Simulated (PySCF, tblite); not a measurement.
**C6H13FSi2: geometry, infrared bands and NMR shifts**

Aim: predict the infrared bands and NMR shifts of C6H13FSi2 (`C=CC[Si@@H]1C[SiH2][C@@H](F)C1`).

Computed with tblite 0.8.0 and PySCF 2.14.0, with density-fitted response routines of our own, on a single molecule in the gas phase. Atoms are numbered from 0 throughout.

## Step 1: Starting geometry

22 atoms, charge 0, multiplicity 1; geometry from: force field or distance geometry start.

Bonds of the start (Å): C0–C1 1.34, C1–C2 1.49, C2–Si3 1.90, Si3–C4 1.89, C4–Si5 1.88, Si5–C6 1.88, C6–F7 1.35, C6–C8 1.54, C8–Si3 1.92, C0–H9 1.08, C0–H10 1.08, C1–H11 1.10, C2–H12 1.09, C2–H13 1.10, Si3–H14 1.47, C4–H15 1.09, C4–H16 1.10, Si5–H17 1.48, Si5–H18 1.50, C6–H19 1.10, C8–H20 1.09, C8–H21 1.09.

## Step 2: Relaxing the molecule with GFN2-xTB

The job: settings as JSON, then the geometry in Å.

```
{"job": {"kind": "relax", "xc": "GFN2-xTB", "basis": "xTB"}, "charge": 0, "multiplicity": 1}
C      2.952600     0.623100     1.267800
C      2.109600    -0.375900     0.954200
C      1.775100    -0.787700    -0.439500
Si    -0.025500    -0.468600    -0.948100
C     -0.479300     1.362900    -0.804900
Si    -1.855900     1.286300     0.472000
C     -2.446800    -0.495400     0.425400
F     -3.280500    -0.638300    -0.632900
C     -1.230900    -1.412100     0.216600
H      3.408200     1.233800     0.505600
H      3.173400     0.859800     2.301400
H      1.687700    -0.972600     1.778500
H      1.975800    -1.851700    -0.545900
H      2.415100    -0.263000    -1.162600
H     -0.243300    -0.915200    -2.336600
H     -0.855300     1.730700    -1.760400
H      0.363700     1.984300    -0.481600
H     -2.922700     2.273300     0.191100
H     -1.270300     1.582100     1.818600
H     -3.002100    -0.779300     1.331400
H     -0.732700    -1.594700     1.172100
H     -1.526200    -2.362600    -0.229300
```

Launch:

```console
OMP_NUM_THREADS=1 python probes_run.py task.json out
```

One launch serves the whole session: the jobs run in the order shown.

**Question.** This job is followed by: GFN2-xTB harmonic vibrations, gas phase; GIAO PBE0/pcSseg-1 NMR shielding, non-relativistic, gas phase. What will the session give for the following? strongest single infrared mode (GFN2-xTB); zero-point energy (GFN2-xTB); 13C shifts against TMS (PBE0/pcSseg-1); 1H shifts against TMS (PBE0/pcSseg-1); 29Si shifts against TMS (PBE0/pcSseg-1); 19F shifts against CFCl3 (PBE0/pcSseg-1).

As calculated:

| quantity | value |
| --- | --- |
| strongest single infrared mode (GFN2-xTB) | 2237 cm⁻¹, 386 km/mol |
| zero-point energy (GFN2-xTB) | 105.3 kcal/mol |
| 13C shifts against TMS (PBE0/pcSseg-1) | 141.9, 121.0, 94.0, 24.1, 20.3, -17.0 ppm |
| 1H shifts against TMS (PBE0/pcSseg-1) | 6.02, 5.51, 5.27, 5.26, 4.88, 4.51, 4.05, 1.86, 1.77, 1.64, 0.62, -0.01, -0.03 ppm |
| 29Si shifts against TMS (PBE0/pcSseg-1) | 0.8, -28.2 ppm |
| 19F shifts against CFCl3 (PBE0/pcSseg-1) | -233.8 ppm |

Over 81 steps the energy fell by 0.235 eV; of the close pairs, Si5–C6 changed most, 1.878 to 1.924 Å. All 60 modes are real, so the xTB geometry is a minimum. The strongest single mode, at 2237 cm⁻¹, moves mainly H18. GFN2-xTB is a fitted tight-binding method: band positions and strengths are rough. Its intensities can rank the bands wrongly. At PBE0/pcSseg-1: Shielding is most anisotropic at C1 (span 243 ppm, paramagnetic term -213 ppm).
